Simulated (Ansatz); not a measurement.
# Cr: the cost of one run

Computed with Ansatz 0.2.0 (DFT LDA, with the methods named in each step, unless a step's input says otherwise).

### 1 The structure to begin with

The structure is tetragonal, space group I4/mmm (No. 139). Conventional cell: a = 2.999 Å, b = 2.999 Å, c = 2.910 Å, α = 90.00°, β = 90.00°, γ = 90.00°. Cr (site symmetry 4/mmm) is surrounded by 14 Cr at 2.57 to 3.00 Å.

As a file:

```
Cr
1.0
     2.99904    0.00000    0.00000
     0.00000    2.99904    0.00000
     0.00000    0.00000    2.90952
Cr
2
Direct
  0.00000 0.00000 0.00000
  0.50000 0.50000 0.50000
```

Atoms are numbered in the order of the input: Cr1, Cr2.

### 2 Collinear moments without spin-orbit coupling, PAW

Input file input.yaml:

```yaml
crystal:
  lattice:
    - [2.9990412382, 0.0, 0.0]
    - [0.0, 2.9990412382, 0.0]
    - [0.0, 0.0, 2.909521368]
  atoms:
    - { symbol: Cr, position: [0.0, 0.0, 0.0], spin: -3.0 }
    - { symbol: Cr, position: [0.5, 0.5, 0.5], spin: 3.0 }
magnetization:
  spin_polarized: true
kpoints:
  mp_grid: { grid: [8, 8, 8] }
scf:
  occupations: { method: fermi_dirac, width: 0.05 }
  lower_state_search: "off"
hamiltonian:
  xc: lda
  pseudopotentials: { kind: paw }
output:
  forces: true
  stress: true
  eigenvalues: true
```

Started as:

```
> ansatz run input.yaml --threads 4 --pin off --max-ram 8192MiB --backend cpu --events-out ev --progress --plain --runs-dir out
```

Q: Estimate wall time and peak memory on 4 threads of AMD EPYC 9R45 (Zen 5), shared host.

About 1.1 s, with a peak of 0.4 GiB.
